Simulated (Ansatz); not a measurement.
# GeW4: the cost of one run

Method: DFT PBE, scalar-relativistic, plane waves, PAW, in Ansatz 0.2.0.

1 further run of the same task is left out (it didn't finish). Runs told in other sessions of the task aren't counted.

## (1) The starting structure

It takes space group I-43m (No. 217, cubic). The conventional cell has a = 6.062 Å, b = 6.062 Å, c = 6.062 Å, α = 90.00°, β = 90.00°, γ = 90.00°. Around Ge (site symmetry -43m) lie 4 W at 1.84 Å. W (site symmetry 3m) has 1 Ge at 1.84 Å in its first shell of neighbours.

Structure file:

```cif
data_structure
_symmetry_space_group_name_H-M 'P 1'
_symmetry_Int_Tables_number 1
_cell_length_a 5.2502
_cell_length_b 5.2502
_cell_length_c 5.2502
_cell_angle_alpha 109.471
_cell_angle_beta 109.471
_cell_angle_gamma 109.471
_cell_volume 111.41
loop_
_atom_site_label
_atom_site_type_symbol
_atom_site_fract_x
_atom_site_fract_y
_atom_site_fract_z
_atom_site_occupancy
Ge1 Ge 0.00000 0.00000 0.00000 1
W1 W 0.34960 0.34960 0.34960 1
W2 W 0.65040 0.00000 0.00000 1
W3 W 0.00000 0.00000 0.65040 1
W4 W 0.00000 0.65040 0.00000 1
```

Recipe of the guess: species swapped into a database cell of GeF4 (I-43m, No. 217), with W on the F sites. Its size is a rough estimate.

## (2) The guess as it stands, on a coarse mesh

The input, input.yaml:

```yaml
crystal:
  lattice:
    - [-3.03122768, 3.03122768, 3.03122768]
    - [3.03122768, -3.03122768, 3.03122768]
    - [3.03122768, 3.03122768, -3.03122768]
  atoms:
    - { symbol: Ge, position: [0.0, 0.0, 0.0] }
    - { symbol: W, position: [0.34959999, 0.34959999, 0.34959999] }
    - { symbol: W, position: [0.65040001, 0.0, 0.0] }
    - { symbol: W, position: [0.0, 0.0, 0.65040001] }
    - { symbol: W, position: [0.0, 0.65040001, 0.0] }
basis:
  ecutwfc: 420
kpoints:
  mp_grid: { grid: [4, 4, 4] }
hamiltonian:
  xc: pbe
scf:
  occupations: { method: gaussian, width: 0.1 }
  lower_state_search: "off"
output:
  forces: true
  stress: true
  eigenvalues: true
```

Command:

```sh
$ ansatz run input.yaml --threads 1 --pin off --max-ram 2560MiB --backend cpu --events-out ev --progress --plain --runs-dir out
```

Q: Estimate wall time and peak memory on 1 thread of Arm Neoverse V1, shared host.

About 3.5 s, with a peak of 0.32 GiB.
